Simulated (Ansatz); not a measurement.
**C10H9N: how energies converge with the basis set**

Aim: see how fast density functionals converge with the basis set for C10H9N.

Computed with Ansatz 0.2.0, Gaussian basis. Level: one geometry, several basis sets.

Levels to be run: PBE0-D4/def2-SVP; ωB97M-V/def2-SVP; PBE0-D4/def2-QZVPP; ωB97M-V/def2-QZVPP; the functionals' def2-TZVPP values are taken from earlier runs.

### 1 Structure used throughout

The geometry comes from an earlier relaxation with PBE0-D4 in a triple-zeta def2 set; it is a stationary point, not always the lowest conformer.

SMILES `Cc1ccc2ncccc2c1`, 20 atoms, charge 0, spin multiplicity 1.

Atoms are counted from 1 here; the program's logs count them from 0.

Bond lengths: C1–C2 1.496 Å, C1–H12 1.094 Å, C1–H13 1.091 Å, C1–H14 1.094 Å, C2–C3 1.416 Å, C2–C11 1.370 Å, C3–C4 1.365 Å, C3–H15 1.086 Å, C4–C5 1.412 Å, C4–H16 1.083 Å, C5–N6 1.354 Å, C5–C10 1.419 Å, N6–C7 1.307 Å, C7–C8 1.409 Å, C7–H17 1.088 Å, C8–C9 1.366 Å, C8–H18 1.083 Å, C9–C10 1.408 Å and more. Angles: C2–C1–H12 111.0°, C2–C1–H13 111.4°, C2–C1–H14 111.0°, H12–C1–H13 108.1°, H12–C1–H14 107.0°, H13–C1–H14 108.1°, C1–C2–C3 119.7°, C1–C2–C11 121.8°, C3–C2–C11 118.5°, C2–C3–C4 121.6°, C2–C3–H15 118.7°, C4–C3–H15 119.7°, C3–C4–C5 120.5°, C3–C4–H16 121.8°, C5–C4–H16 117.7°, C4–C5–N6 118.8°, C4–C5–C10 118.5°, N6–C5–C10 122.7° and more.

Coordinates:

```
C     2.22939   -1.90904   -1.32481
C     1.04256   -1.13074   -0.85089
C    -0.23364   -1.39010   -1.40704
C    -1.34270   -0.70424   -1.00460
C    -1.24610    0.29386   -0.01103
N    -2.36809    0.95330    0.36263
C    -2.25603    1.87375    1.28444
C    -1.04285    2.22112    1.91115
C     0.09688    1.56422    1.54398
C     0.02668    0.56397    0.55515
C     1.15145   -0.16512    0.11420
H     2.08924   -2.98058   -1.15568
H     3.13969   -1.60141   -0.80883
H     2.38540   -1.77212   -2.39874
H    -0.32312   -2.15442   -2.17267
H    -2.32005   -0.90046   -1.42906
H    -3.17129    2.38910    1.56705
H    -1.02972    2.99613    2.66797
H     1.05345    1.79883    1.99995
H     2.11887    0.05393    0.55683
```

### 2 PBE0-D4 in def2-SVP

Contents of in.yaml:

```yaml
crystal:
  periodic: [false, false, false]
  atoms:
    - {symbol: C, position_ang: [2.229389, -1.909040, -1.324807]}
    - {symbol: C, position_ang: [1.042563, -1.130745, -0.850887]}
    - {symbol: C, position_ang: [-0.233637, -1.390099, -1.407044]}
    - {symbol: C, position_ang: [-1.342699, -0.704242, -1.004603]}
    - {symbol: C, position_ang: [-1.246102, 0.293859, -0.011032]}
    - {symbol: N, position_ang: [-2.368094, 0.953305, 0.362627]}
    - {symbol: C, position_ang: [-2.256035, 1.873751, 1.284438]}
    - {symbol: C, position_ang: [-1.042852, 2.221122, 1.911151]}
    - {symbol: C, position_ang: [0.096879, 1.564225, 1.543984]}
    - {symbol: C, position_ang: [0.026681, 0.563973, 0.555148]}
    - {symbol: C, position_ang: [1.151447, -0.165117, 0.114198]}
    - {symbol: H, position_ang: [2.089236, -2.980580, -1.155675]}
    - {symbol: H, position_ang: [3.139688, -1.601411, -0.808828]}
    - {symbol: H, position_ang: [2.385405, -1.772124, -2.398738]}
    - {symbol: H, position_ang: [-0.323125, -2.154423, -2.172675]}
    - {symbol: H, position_ang: [-2.320054, -0.900461, -1.429058]}
    - {symbol: H, position_ang: [-3.171288, 2.389102, 1.567050]}
    - {symbol: H, position_ang: [-1.029717, 2.996127, 2.667970]}
    - {symbol: H, position_ang: [1.053446, 1.798835, 1.999955]}
    - {symbol: H, position_ang: [2.118868, 0.053933, 0.556828]}
basis:
  gaussian: {orbitals: def2-SVP}
hamiltonian: {xc: pbe0, dispersion: d4}
output: {orbitals: {seedname: orbitals}}
```

On the command line:

```console
$ ansatz run in.yaml --threads 4 --pin off --events-out ev --progress --plain --max-ram 46080MiB --backend cpu
```

After this run come: ωB97M-V in def2-SVP; PBE0-D4 in def2-QZVPP; ωB97M-V in def2-QZVPP.

**Question.** What will the summary of the whole plan be? Wanted: PBE0-D4: double and triple zeta above quadruple; ωB97M-V: double and triple zeta above quadruple.

As calculated:

```
                                       quantity           value
PBE0-D4: double and triple zeta above quadruple  13.31, 0.61 eV
ωB97M-V: double and triple zeta above quadruple  13.80, 0.57 eV
```

In words: PBE0-D4 gains 12.70 eV from double to triple zeta, then 0.61 eV more. Total energies overstate the basis error of differences, where much of it tends to cancel.
